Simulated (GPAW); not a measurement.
# MoS2 (P6_3/mmc) in GPAW: single point with LDA

Aim: the single point of MoS2 with LDA.

Everything below comes from runs of GPAW 26.7.0. Logs are shortened: lines on timing, memory, paths and dates and some standing lists are left out, and cuts for length are marked. The log counts tension as positive stress, the text compression.

**Measured values to compare with.**

From “Multiwavelength excitation Raman Scattering Analysis of bulk and 2 dimensional MoS2: Vibrational properties of atomically thin MoS2 layers”, 2015, arxiv:1506.03228, for a bulk crystal of MoS2 at 300 K: band gap 1.3 eV (indirect).

The results are compared with them further down.

**1. The crystal as given**

The structure is hexagonal, space group P6_3/mmc (No. 194). Conventional cell: a = 3.161 Å, b = 3.161 Å, c = 12.295 Å, α = 90.00°, β = 90.00°, γ = 120.00°. Mo (site symmetry -6m2) is surrounded by 6 S at 2.37 Å. S (site symmetry 3m) is surrounded by 3 Mo at 2.37 Å.

**2. Single point, LDA**

run.py

```python
from ase import Atoms
from ase.dft.bandgap import bandgap
from ase.io import write
from ase.units import GPa
from gpaw import GPAW, PW

atoms = Atoms(['Mo', 'Mo', 'S', 'S', 'S', 'S'],
              cell=[[3.161, 0.0, 0.0],
                    [-1.5805, 2.7375063014, 0.0],
                    [0.0, 0.0, 12.295]],
              scaled_positions=[[0.3333333333, 0.6666666667, 0.25],
                                [0.6666666667, 0.3333333333, 0.75],
                                [0.3333333333, 0.6666666667, 0.6275],
                                [0.6666666667, 0.3333333333, 0.1275],
                                [0.3333333333, 0.6666666667, 0.8725],
                                [0.6666666667, 0.3333333333, 0.3725]],
              pbc=True)

calc = GPAW(mode=PW(500),
            xc='LDA',
            kpts={'size': (8, 8, 2), 'gamma': True},
            occupations={'name': 'fermi-dirac', 'width': 0.05},
            nbands=46,
            maxiter=120,
            txt='gpaw.txt')
atoms.calc = calc
energy = atoms.get_potential_energy()
forces = atoms.get_forces()
stress = atoms.get_stress()
calc.write('gs.gpw')
write('result.traj', atoms)
print(f'Energy: {energy:.6f} eV')
print('Forces (eV/A):')
print(forces.round(4))
print('Stress (GPa):', (stress / GPa).round(3))
print('Fermi level:', round(calc.get_fermi_level(), 4), 'eV')
print(f'Gap: {bandgap(calc)[0]:.4f} eV, direct: {bandgap(calc, direct=True)[0]:.4f} eV')
```

Potentials or basis: the program's PAW data sets (release 1.2.1) made for this functional, pw.

Launch:

```console
OMP_NUM_THREADS=1 python run.py
```

gpaw.txt:

```text
__  _  _
 | _ |_)|_||  |
 |__||  | ||/\| - 26.7.0

Input parameters:
  mode=PW(ecut=500.0),
  kpts=MonkhorstPack(size=(8, 8, 2), gamma=True),
  maxiter=120,
  nbands=46,
  occupations=Occupations(name='fermi-dirac', width=0.05),
  xc=XC(name='LDA')

Diagonalizing LCAO Hamiltonian
Converting LCAO to pw mode

        S

           Mo
        S

           S
        Mo

           S

Atoms  # Å, Bohr magnetons
|   | symbol |         x |        y |         z |    initial magnetic moments |
|---|--------|-----------|----------|-----------|-----------------------------|
| 0 |     Mo | -0.000000 | 1.825004 |  3.073750 | ( 0.0000,  0.0000,  0.0000) |
| 1 |     Mo |  1.580500 | 0.912502 |  9.221250 | ( 0.0000,  0.0000,  0.0000) |
| 2 |      S | -0.000000 | 1.825004 |  7.715112 | ( 0.0000,  0.0000,  0.0000) |
| 3 |      S |  1.580500 | 0.912502 |  1.567613 | ( 0.0000,  0.0000,  0.0000) |
| 4 |      S | -0.000000 | 1.825004 | 10.727388 | ( 0.0000,  0.0000,  0.0000) |
| 5 |      S |  1.580500 | 0.912502 |  4.579887 | ( 0.0000,  0.0000,  0.0000) |

Unit cell  # Å
| periodic |         x |        y |         z |   lengths |     angles |
|----------|-----------|----------|-----------|-----------|------------|
|      yes |  3.161000 | 0.000000 |  0.000000 |  3.161000 |  90.000000 |
|      yes | -1.580500 | 2.737506 |  0.000000 |  3.161000 |  90.000000 |
|      yes |  0.000000 | 0.000000 | 12.295000 | 12.295000 | 120.000000 |

Number of symmetries: 12
Symmetry operations  # r_c * U_cc + t_c -> r_c
|    | kind |            matrix            |
|----|------|------------------------------|
|  0 |  σ   |  1, 1, 0,  0,-1, 0,  0, 0, 1 |
|  1 |  S6  |  1, 1, 0, -1, 0, 0,  0, 0,-1 |
|  2 |  E   |  1, 0, 0,  0, 1, 0,  0, 0, 1 |
|  3 |  C2  |  1, 0, 0, -1,-1, 0,  0, 0,-1 |
|  4 |  C2  |  0, 1, 0,  1, 0, 0,  0, 0,-1 |
|  5 |  C3  |  0, 1, 0, -1,-1, 0,  0, 0, 1 |
|  6 |  S6  |  0,-1, 0,  1, 1, 0,  0, 0,-1 |
|  7 |  σ   |  0,-1, 0, -1, 0, 0,  0, 0, 1 |
|  8 |  σ   | -1, 0, 0,  1, 1, 0,  0, 0, 1 |
|  9 |  i   | -1, 0, 0,  0,-1, 0,  0, 0,-1 |
| 10 |  C3  | -1,-1, 0,  1, 0, 0,  0, 0, 1 |
| 11 |  C2  | -1,-1, 0,  0, 1, 0,  0, 0,-1 |

BZ-sampling:
  Number of BZ points: 128
  Number of IBZ points: 20

  Monkhorst-Pack size: [8, 8, 2]
  Monkhorst-Pack shift: [0.0625, 0.0625, 0.25]

K-points  # in reciprocal-cell coordinates
|     |                                coordinates |     weight |
|-----|--------------------------------------------|------------|
|   0 | (  0.00000000,   0.00000000,   0.00000000) | 0.00781250 |
|   1 | (  0.00000000,   0.00000000,   0.50000000) | 0.00781250 |
|   2 | (  0.12500000,   0.00000000,   0.00000000) | 0.04687500 |
|   3 | (  0.12500000,   0.00000000,   0.50000000) | 0.04687500 |
|   4 | (  0.25000000,  -0.12500000,   0.00000000) | 0.04687500 |
|   5 | (  0.25000000,  -0.12500000,   0.50000000) | 0.04687500 |
|   6 | (  0.25000000,   0.00000000,   0.00000000) | 0.04687500 |
|   7 | (  0.25000000,   0.00000000,   0.50000000) | 0.04687500 |
|   8 | (  0.37500000,  -0.12500000,   0.00000000) | 0.09375000 |
|   9 | (  0.37500000,  -0.12500000,   0.50000000) | 0.09375000 |
| ... |                                            |            |
|  19 | (  0.50000000,   0.50000000,   0.50000000) | 0.02343750 |

Plane wave coefficients: 2736
Cutoff: 500.0 eV

Spin-components: 1 (collinear spins)
Bands:           46
Projectors:      32
Spin-degeneracy: 2
Datatype:        complex128

Parallelization:
  kpt:    1
  domain: 1
  band:   1

Density:
  Valence electrons: 52.0
  Components: 1
  Grid points: [18 18 64]
  Charge: 0.0  # |e|

Potential:
  Grid points: [18 18 64]

species:
  Mo:
    name:    Molybdenum
    Z:       42.0
    valence: 14
    core:    28
    charge:  0.0  # [|e|]
    compensation charges:
      type: gauss
      rc: 0.38  # [Å]
      lmax: 2
    cutoffs:
      filter: 2.16  # [Å]
      core: 1.42  # [Å]
    projectors
    | kind |    occ | energy [eV] | rcut [Å] |
    |------|--------|-------------|----------|
    |   4s |  2.000 |     -64.384 |    1.238 |
    |   5s |  1.000 |      -4.319 |    1.238 |
    |   4p |  6.000 |     -38.595 |    1.296 |
    |   5p |  0.000 |      -1.161 |    1.296 |
    |   4d |  5.000 |      -3.933 |    1.296 |
    |    d |        |      23.278 |    1.296 |

    Using partial waves for Mo as LCAO basis

  S:
    name:    Sulfur
    Z:       16.0
    valence: 6
    core:    10
    charge:  0.0  # [|e|]
    compensation charges:
      type: gauss
      rc: 0.24  # [Å]
      lmax: 2
    cutoffs:
      filter: 1.77  # [Å]
      core: 1.66  # [Å]
    projectors
    | kind |    occ | energy [eV] | rcut [Å] |
    |------|--------|-------------|----------|
    |   3s |  2.000 |     -17.278 |    0.974 |
    |   3p |  4.000 |      -7.106 |    0.979 |
    |    s |        |       9.933 |    0.974 |
    |    p |        |      20.105 |    0.979 |
    |    d |        |       0.000 |    0.900 |

    Using partial waves for S as LCAO basis

Reference energy: -263337.961849  # eV

eigensolver:
  PPCG
  Converge bands: occupied
  niter=2

density mixing:
  MSR1-Mixer
  Pratt-step length: 0.05
  Maximum mixing coefficient: 0.75
  Old densities: 10
  SVD Regularization: 0.005
  Good broyden scale: 1.0
  Trust region scale: 1.0
  Backstep threshold: 4.0
  History deletion threshold: 6.0
  Fourier metric: weight=20.0, sigma=0.015

occupation numbers:
  Fermi-Dirac:
    width: 0.0500  # eV

poisson solver:
  ecut: 4000.0  # eV

xc functional:
  name: None

convergence criteria:
- Maximum [total energy] change in last 3 cyles: 0.0005 eV / valence electron
- Maximum integral of absolute [dens]ity change: 0.0001 electrons / valence electron
- Maximum integral of absolute [eigenst]ate change: 4e-08 eV^2 / valence electron
maximum number of iterations: 120

SCF iterations
|iter     | |      energy | eigst |  dens |
|---------|-|-------------|-------|-------|
|iter:   1| |  -52.497486 | +0.55 |       |
|iter:   2| |  -51.822810 | -1.13 | -1.00 |
|iter:   3| |  -49.840794 | -1.12 | -1.07 |
|iter:   4| |  -49.662443 | -1.96 | -1.46 |
|iter:   5| |  -49.650287 | -2.53 | -1.79 |
|iter:   6| |  -49.672148c| -2.89 | -2.03 |
|iter:   7| |  -49.628822 | -3.19 | -2.05 |
|iter:   8| |  -49.628816 | -5.00 | -3.06 |
|iter:   9| |  -49.628817c| -6.04 | -3.50 |
|iter:  10| |  -49.628817c| -7.40c| -4.41c|

Converged in 10 steps
Energy contributions relative to reference atoms: (reference = -263337.961849)

Energy contributions:
  Kinetic:           8.884999
  Coulomb:         -18.392999
  Zero:             -0.356644
  External:          0.000000
  Xc:              -39.764167
  Entropy:          -0.000013
  Spinorbit:         0.000000
  ----------------------------
  Free energy:     -49.628823
  Extrapolated:    -49.628817

dipole moment: (0.000001, 0.000002, 0.000007)  # |e|*Ang

Fermi level: 8.553
Eigenvalues  # (at kpt = [0.000, 0.000, 0.000])
| band index |      eig [eV] | occ [0-2] |
|------------|---------------|-----------|
|          0 |       -53.372 |     2.000 |
|        ... |               |           |
|         18 |         4.676 |     2.000 |
|         19 |         5.607 |     2.000 |
|         20 |         5.607 |     2.000 |
|         21 |         5.642 |     2.000 |
|         22 |         5.642 |     2.000 |
|         23 |         6.899 |     2.000 |
[... 8 lines left out ...]
|         32 |        10.650 |     0.000 |
|         33 |        10.650 |     0.000 |
|        ... |               |           |
|         45 |        20.549 |     0.000 |

Gap: 0.872 eV
Transition (v -> c):
  (s=0, k=0, n=25, [0.00, 0.00, 0.00]) -> (s=0, k=12, n=26, [0.38, 0.38, 0.00])
Direct/indirect transitions are different
Direct gap: 1.909 eV
Transition at: (s=0, k=12, n=25, [0.38, 0.38, 0.00])

Forces  # eV/Ang
|        x |        y |        z |
|----------|----------|----------|
| -0.00000 |  0.00000 | -0.00022 |  # Mo   0
|  0.00000 |  0.00000 |  0.00022 |  # Mo   1
| -0.00000 |  0.00000 | -0.68667 |  # S    2
|  0.00000 | -0.00000 | -0.68887 |  # S    3
| -0.00000 |  0.00000 |  0.68887 |  # S    4
|  0.00000 |  0.00000 |  0.68667 |  # S    5

Stress tensor  # eV/Ang^3
|         x |         y |         z |
|-----------|-----------|-----------|
|  0.011443 | -0.000000 |  0.000000 |
| -0.000000 |  0.011443 | -0.000000 |
|  0.000000 | -0.000000 | -0.030926 |

# Writing to gs.gpw (mode='')
```

Run time: 52 s. Hardware: 1 thread of Intel Xeon Platinum 8375C at 2.90GHz (Ice Lake), shared host; peak memory 0.21 GiB.

What came out:

```yaml
Free_energy: -49.6288 eV
Pressure: 0.4 GPa
Largest_force: 0.689 eV/Å
Band_gap_on_the_k_mesh: 0.87 eV, indirect (least direct gap 1.91 eV)
```

Forces in eV/Å, atoms in the order of the input:
```
Mo   0.000  0.000  0.000
Mo   0.000  0.000  0.000
S    0.000  0.000 -0.687
S    0.000  0.000 -0.689
S    0.000  0.000  0.689
S    0.000  0.000  0.687
```

Caveat: the cutoff is short for stress and forces, so pressures can be off by a GPa or more.

**3. How close it comes**

Step 2. Against the measured gap of MoS2, 1.3 eV (indirect; 300 K; “Multiwavelength excitation Raman Scattering Analysis of bulk and 2 dimensional MoS2: Vibrational properties of atomically thin MoS2 layers”, 2015, arxiv:1506.03228), the calculated 0.87 eV is off by -0.43 eV. Spin-orbit coupling on Mo is left out. The value is that of LDA on a finite k mesh, which can miss the band edges, without temperature or zero-point motion. Semilocal functionals fall short of measured gaps as a rule.
